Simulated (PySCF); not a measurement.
# Ways to converge the SCF of HBr

Aim: find out which solver settings change the answer for HBr.

Method: each script names its method and basis; program: PySCF 2.14.0.

### Step 1. The starting structure

HBr: 2 atoms, charge 0, spin multiplicity 1.

Bond lengths: H1–Br2 1.507 Å.

### Step 2. The run that the others are compared with

File input.py:

```python
from pyscf import gto, dft, tdscf

mol = gto.M(
    atom='H 0 0 0; Br 0 0 1.507',
    basis='jorge-dzp-dkh',
    charge=0,
    spin=0,
    verbose=4,
)
mf = dft.RKS(mol, xc='revpbe')
mf = mf.sfx2c1e()
mf.kernel()
td = tdscf.TDA(mf)
td.nstates = 6
td.kernel()
td.analyze()
mf.dip_moment()
print('orbital energies (hartree):', mf.mo_energy[..., max(0, mol.nelec[1]-3):mol.nelec[0]+3].round(4))
```

On the command line:

```sh
$ OMP_NUM_THREADS=1 python input.py
```

Its log is not repeated here.

It gives: E(SCF) = -2606.560581 Eh, 8 cycles, μ = 1.18 D, excitations 5.88, 5.88, 11.98, 15.71, 15.71 eV.

The bond length is a typed value, not an optimised one.

### Step 3. Point-group symmetry on

Edit 1 changes point-group symmetry: off → on.

File input.py:

```python
from pyscf import gto, dft, tdscf

mol = gto.M(
    atom='H 0 0 0; Br 0 0 1.507',
    basis='jorge-dzp-dkh',
    charge=0,
    spin=0,
    symmetry=True,
    verbose=4,
)
mf = dft.RKS(mol, xc='revpbe')
mf = mf.sfx2c1e()
mf.kernel()
td = tdscf.TDA(mf)
td.nstates = 6
td.kernel()
td.analyze()
mf.dip_moment()
print('orbital energies (hartree):', mf.mo_energy[..., max(0, mol.nelec[1]-3):mol.nelec[0]+3].round(4))
```

On the command line:

```sh
$ OMP_NUM_THREADS=1 python input.py
```

### Step 4. Second-order solver on

Edit 2 changes second-order solver: off → on.

Edit input.py of step 2 so:

```diff
@@ -11,2 +11,3 @@
 mf = mf.sfx2c1e()
+mf = mf.newton()
 mf.kernel()
```

### Step 5. Smearing width 0.01 hartree

Edit 3 changes smearing width: none → 0.01 hartree; step after the SCF: tda → none.

Edit input.py of step 2 so:

```diff
@@ -1,2 +1,2 @@
-from pyscf import gto, dft, tdscf
+from pyscf import gto, dft, scf
 
@@ -11,7 +11,4 @@
 mf = mf.sfx2c1e()
+mf = scf.addons.smearing_(mf, sigma=0.01, method='fermi')
 mf.kernel()
-td = tdscf.TDA(mf)
-td.nstates = 6
-td.kernel()
-td.analyze()
 mf.dip_moment()
```

### Step 6. Smearing width 0.005 hartree

Edit 4 changes smearing width: none → 0.005 hartree; step after the SCF: tda → none.

Edit input.py of step 2 so:

```diff
@@ -1,2 +1,2 @@
-from pyscf import gto, dft, tdscf
+from pyscf import gto, dft, scf
 
@@ -11,7 +11,4 @@
 mf = mf.sfx2c1e()
+mf = scf.addons.smearing_(mf, sigma=0.005, method='fermi')
 mf.kernel()
-td = tdscf.TDA(mf)
-td.nstates = 6
-td.kernel()
-td.analyze()
 mf.dip_moment()
```

### Step 7. Damping 0.8

Edit 5 changes damping: none → 0.8.

Edit input.py of step 2 so:

```diff
@@ -11,2 +11,4 @@
 mf = mf.sfx2c1e()
+mf.damp = 0.8
+mf.diis_start_cycle = 8
 mf.kernel()
```

Q: Predict the outcome of this session. Wanted: for each run, E(SCF); from base; gap; SCF dipole; after the SCF.

As calculated:

| run | E(SCF) (hartree) | from base (eV) | cycles | gap (eV) | SCF dipole (D) | after the SCF |
| --- | --- | --- | --- | --- | --- | --- |
| base | -2606.560581 | 0 | 8 | 5.54 | 1.18 | lowest root found 5.88 eV |
| point-group symmetry on | -2606.560581 | 0.0000 | 8 | 5.54 | 1.18 | lowest root found 5.88 eV |
| second-order solver on | -2606.560581 | 0.0000 | 3 macro | 5.54 | 1.18 | lowest root found 5.88 eV |
| smearing width 0.01 hartree | -2606.560559 | +0.0006 | 9 | n/a | 1.18 | n/a |
| smearing width 0.005 hartree | -2606.560581 | 0.0000 | 8 | n/a | 1.18 | n/a |
| damping 0.8 | -2606.560581 | 0.0000 | 13 | 5.54 | 1.18 | lowest root found 5.88 eV |

Distance from each run's final energy (log10 hartree) by cycle:

| run | cycle 1 | cycle 2 | cycle 3 | cycle 5 | cycle 8 | cycle 12 |
| --- | --- | --- | --- | --- | --- | --- |
| base | -1.9 | -1.8 | -3.8 | -6.8 | < -11 | done |
| point-group symmetry on | -1.9 | -1.8 | -3.8 | -6.8 | < -11 | done |
| second-order solver on | -6.3 | < -11 | < -11 | done | done | done |
| smearing width 0.01 hartree | -1.9 | -1.8 | -3.8 | -6.9 | -10.0 | done |
| smearing width 0.005 hartree | -1.9 | -1.8 | -3.8 | -6.8 | < -11 | done |
| damping 0.8 | -1.9 | -2.4 | -2.9 | -3.7 | -4.7 | -9.9 |

In words: With point-group symmetry on or second-order solver on or smearing width 0.005 hartree or damping 0.8 the SCF ends at the base energy. The base needs 8 cycles and the run with damping 0.8 needs 13.
